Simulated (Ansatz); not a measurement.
**YIn3N4: the band gap up the ladder of functionals**

An exercise on one series of results from a longer session: the logs are not shown, and one member is left open.

The runs shown are made with Ansatz 0.2.0. PAW datasets, plane waves. No spin polarisation and no zero-point or thermal motion; the cell was built from a prototype and may be hypothetical.

**The system as given**

The cell was relaxed beforehand with r2SCAN.

Space group Cm (No. 8), monoclinic; a = 13.047 Å, b = 3.624 Å, c = 6.253 Å, β = 118.6° in the conventional setting, 16.22 Å³ an atom. Near In stand 4 N at 2.17–2.21 Å; near In stand 4 N at 2.14–2.21 Å; near N stand 3 In at 2.17 Å and 1 Y at 2.25 Å; near N stand 4 In at 2.20–2.21 Å; near In stand 4 N at 2.16–2.20 Å.

As a file:

```cif
data_structure
_symmetry_space_group_name_H-M 'P 1'
_symmetry_Int_Tables_number 1
_cell_length_a 6.7749
_cell_length_b 6.7749
_cell_length_c 6.2527
_cell_angle_alpha 117.525
_cell_angle_beta 117.525
_cell_angle_gamma 31.022
_cell_volume 129.79
loop_
_atom_site_label
_atom_site_type_symbol
_atom_site_fract_x
_atom_site_fract_y
_atom_site_fract_z
_atom_site_occupancy
In1 In 0.99838 0.99838 0.32800 1
In2 In 0.25221 0.25221 0.91582 1
N1 N 0.80886 0.80886 0.13359 1
N2 N 0.05907 0.05907 0.72380 1
In3 In 0.50384 0.50384 0.84007 1
Y1 Y 0.75468 0.75468 0.42505 1
N3 N 0.31515 0.31515 0.65624 1
N4 N 0.55781 0.55781 0.22743 1
```

Set-up of the first run:

input.yaml reads:

```yaml
crystal:
  lattice:
    - [6.5276546836, -1.8117821432, -0.0796464361]
    - [6.5276546836, 1.8117821432, -0.0796464361]
    - [-2.9316833068, 0.0, 5.5228206579]
  atoms:
    - { symbol: In, position: [-0.0016245362, -0.0016245362, 0.3279987635] }
    - { symbol: In, position: [0.252212116, 0.252212116, 0.9158239031] }
    - { symbol: "N", position: [0.8088623623, 0.8088623623, 0.1335896995] }
    - { symbol: "N", position: [0.0590732509, 0.0590732509, 0.7237966755] }
    - { symbol: In, position: [0.5038386299, 0.5038386299, 0.8400733717] }
    - { symbol: "Y", position: [0.7546777907, 0.7546777907, 0.4250524311] }
    - { symbol: "N", position: [0.3151492999, 0.3151492999, 0.6562352421] }
    - { symbol: "N", position: [0.5578110865, 0.5578110865, 0.2274299136] }
kpoints:
  mp_grid: { grid: [8, 8, 6] }
  band_path:
    path:
      - [[0.0, 0.0, 0.0], [0.2750089579178, -0.2750089579178, 0.0]]
      - [[0.7249910420822, 0.2750089579178, -8.338792335378e-17], [0.5, 0.5, -1.052734910016e-16], [0.0, 0.0, 0.0], [6.864226099124e-17, 6.864226099124e-17, 0.5], [0.2499632420204, -0.2499632420204, 0.5]]
      - [[-0.2499632420204, -0.7500367579796, 0.5], [-0.5, -0.5, 0.5], [0.0, 0.0, 0.0]]
      - [[9.813177820002e-18, -0.5, 0.5], [0.0, 0.0, 0.0], [0.5, 8.691450111103e-17, -5.263674550079e-17]]
    npoints: 10
hamiltonian:
  xc: pbe
scf:
  occupations: { method: fermi_dirac, width: 0.02 }
  n_extra_bands: 6
output:
  forces: true
  stress: true
  eigenvalues: true
  write_density: true
  write_potential: true
  elf: true
  volumetric_format: npy
```

Launch:

```sh
$ ansatz run input.yaml --threads 2 --pin off --max-ram 20275MiB --backend cpu --events-out ev --progress --plain --runs-dir out
```

Among the steps run: Band structure with PBE; Single point with r2SCAN; Single point with HSE06; PBE+SOC; PBE0.

One of the session's tables, all rows but one given; the rest of the session is left out.

| level | gap (eV) |
| --- | --- |
| PBE | 0.38 |
| r2SCAN | 0.67 |
| HSE06 | ? |
| PBE+SOC | 0.38 |
| PBE0 | 1.95 |

Estimate the missing values for HSE06.

The run gave: gap (eV): 1.31. In the column «gap (eV)» it lies between r2SCAN (0.67) and PBE0 (1.95).

Meshes: PBE 8×8×6, r2SCAN 8×8×6, HSE06 4×4×4, PBE+SOC 8×8×6, PBE0 4×4×4

Against HSE06, PBE is short by 0.93 eV, at 29 % of it, and r2SCAN 51 %. PBE0 lies 0.64 eV above HSE06, which differs from it by screening the long-range exchange.

Caveats from the session: Warnings in the runs' records: stress exchange threshold loose, stress scf threshold loose.
